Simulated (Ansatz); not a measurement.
# TaSi16C15: the cost of one run

Program: Ansatz 0.2.0. Level of theory: DFT, PBE, plane-wave PAW, default files, scalar-relativistic. These are calculated values, not measurements.

1 further run of the same task is left out (it didn't finish).

### 1 Starting point

The structure is trigonal, space group P3m1 (No. 156). Conventional cell: a = 6.152 Å, b = 6.152 Å, c = 10.096 Å, α = 90.00°, β = 90.00°, γ = 120.00°. Around Si (site symmetry 3m) lie 3 C at 1.87 Å and 1 Ta at 1.94 Å. Si (site symmetry 3m) has 4 C at 1.87 to 1.94 Å as nearest neighbours. Around Si (site symmetry m) lie 4 C at 1.87 to 1.94 Å. Si (site symmetry m) has 3 C at 1.87 to 1.94 Å and 1 Ta at 1.87 Å as nearest neighbours. Only part of the 16 independent sites is listed.

As a file:

```cif
data_structure
_symmetry_space_group_name_H-M 'P 1'
_symmetry_Int_Tables_number 1
_cell_length_a 6.1520
_cell_length_b 6.1520
_cell_length_c 10.0960
_cell_angle_alpha 90.000
_cell_angle_beta 90.000
_cell_angle_gamma 120.000
_cell_volume 330.91
loop_
_atom_site_label
_atom_site_type_symbol
_atom_site_fract_x
_atom_site_fract_y
_atom_site_fract_z
_atom_site_occupancy
Si1 Si 0.16667 0.33333 0.00000 1
Si2 Si 0.16667 0.33333 0.50000 1
Si3 Si 0.16667 0.83333 0.00000 1
Si4 Si 0.16667 0.83333 0.50000 1
Si5 Si 0.66667 0.33333 0.00000 1
Si6 Si 0.66667 0.33333 0.50000 1
Si7 Si 0.66667 0.83333 0.00000 1
Si8 Si 0.66667 0.83333 0.50000 1
Si9 Si 0.33333 0.16667 0.25000 1
Si10 Si 0.33333 0.16667 0.75000 1
Si11 Si 0.33333 0.66667 0.25000 1
Si12 Si 0.33333 0.66667 0.75000 1
Si13 Si 0.83333 0.16667 0.25000 1
Si14 Si 0.83333 0.16667 0.75000 1
Si15 Si 0.83333 0.66667 0.25000 1
Si16 Si 0.83333 0.66667 0.75000 1
Ta1 Ta 0.16667 0.33333 0.19250 1
C1 C 0.16667 0.33333 0.69250 1
C2 C 0.16667 0.83333 0.19250 1
C3 C 0.16667 0.83333 0.69250 1
C4 C 0.66667 0.33333 0.19250 1
C5 C 0.66667 0.33333 0.69250 1
C6 C 0.66667 0.83333 0.19250 1
C7 C 0.66667 0.83333 0.69250 1
C8 C 0.33333 0.16667 0.44250 1
C9 C 0.33333 0.16667 0.94250 1
C10 C 0.33333 0.66667 0.44250 1
C11 C 0.33333 0.66667 0.94250 1
C12 C 0.83333 0.16667 0.44250 1
C13 C 0.83333 0.16667 0.94250 1
C14 C 0.83333 0.66667 0.44250 1
C15 C 0.83333 0.66667 0.94250 1
```

Atom 17 of the input is the impurity.

### 2 First run, atoms as given

Contents of input.yaml:

```yaml
crystal:
  lattice:
    - [6.152, 0.0, 0.0]
    - [-3.076, 5.327788284, 0.0]
    - [0.0, 0.0, 10.096]
  atoms:
    - { symbol: Si, position: [0.1666666666, 0.3333333334, 0.0] }
    - { symbol: Si, position: [0.1666666666, 0.3333333334, 0.5] }
    - { symbol: Si, position: [0.1666666666, 0.8333333334, 0.0] }
    - { symbol: Si, position: [0.1666666666, 0.8333333334, 0.5] }
    - { symbol: Si, position: [0.6666666666, 0.3333333334, 0.0] }
    - { symbol: Si, position: [0.6666666666, 0.3333333334, 0.5] }
    - { symbol: Si, position: [0.6666666666, 0.8333333334, 0.0] }
    - { symbol: Si, position: [0.6666666666, 0.8333333334, 0.5] }
    - { symbol: Si, position: [0.3333333334, 0.1666666666, 0.25] }
    - { symbol: Si, position: [0.3333333334, 0.1666666666, 0.75] }
    - { symbol: Si, position: [0.3333333334, 0.6666666666, 0.25] }
    - { symbol: Si, position: [0.3333333334, 0.6666666666, 0.75] }
    - { symbol: Si, position: [0.8333333334, 0.1666666666, 0.25] }
    - { symbol: Si, position: [0.8333333334, 0.1666666666, 0.75] }
    - { symbol: Si, position: [0.8333333334, 0.6666666666, 0.25] }
    - { symbol: Si, position: [0.8333333334, 0.6666666666, 0.75] }
    - { symbol: Ta, position: [0.1666666666, 0.3333333334, 0.1925] }
    - { symbol: C, position: [0.1666666666, 0.3333333334, 0.6925] }
    - { symbol: C, position: [0.1666666666, 0.8333333334, 0.1925] }
    - { symbol: C, position: [0.1666666666, 0.8333333334, 0.6925] }
    - { symbol: C, position: [0.6666666666, 0.3333333334, 0.1925] }
    - { symbol: C, position: [0.6666666666, 0.3333333334, 0.6925] }
    - { symbol: C, position: [0.6666666666, 0.8333333334, 0.1925] }
    - { symbol: C, position: [0.6666666666, 0.8333333334, 0.6925] }
    - { symbol: C, position: [0.3333333334, 0.1666666666, 0.4425] }
    - { symbol: C, position: [0.3333333334, 0.1666666666, 0.9425] }
    - { symbol: C, position: [0.3333333334, 0.6666666666, 0.4425] }
    - { symbol: C, position: [0.3333333334, 0.6666666666, 0.9425] }
    - { symbol: C, position: [0.8333333334, 0.1666666666, 0.4425] }
    - { symbol: C, position: [0.8333333334, 0.1666666666, 0.9425] }
    - { symbol: C, position: [0.8333333334, 0.6666666666, 0.4425] }
    - { symbol: C, position: [0.8333333334, 0.6666666666, 0.9425] }
total_charge: 1
kpoints:
  mp_grid: { grid: [4, 4, 2] }
scf:
  occupations: { method: fermi_dirac, width: 0.01 }
hamiltonian:
  xc: pbe
  pseudopotentials: { kind: paw }
output:
  forces: true
  stress: true
  populations: true
  efg: { quadrupole_moments_barn: { Ta: 3.17 }, contact_densities: true }
```

The run is started by

```sh
> ansatz run input.yaml --threads 1 --pin off --max-ram 3072MiB --backend cpu --events-out ev --progress --plain --runs-dir out
```

**Question.** How long does this run take on 1 thread of Arm Neoverse V2, shared host, and how much memory does it need?

About 33 s, with a peak of 0.67 GiB.
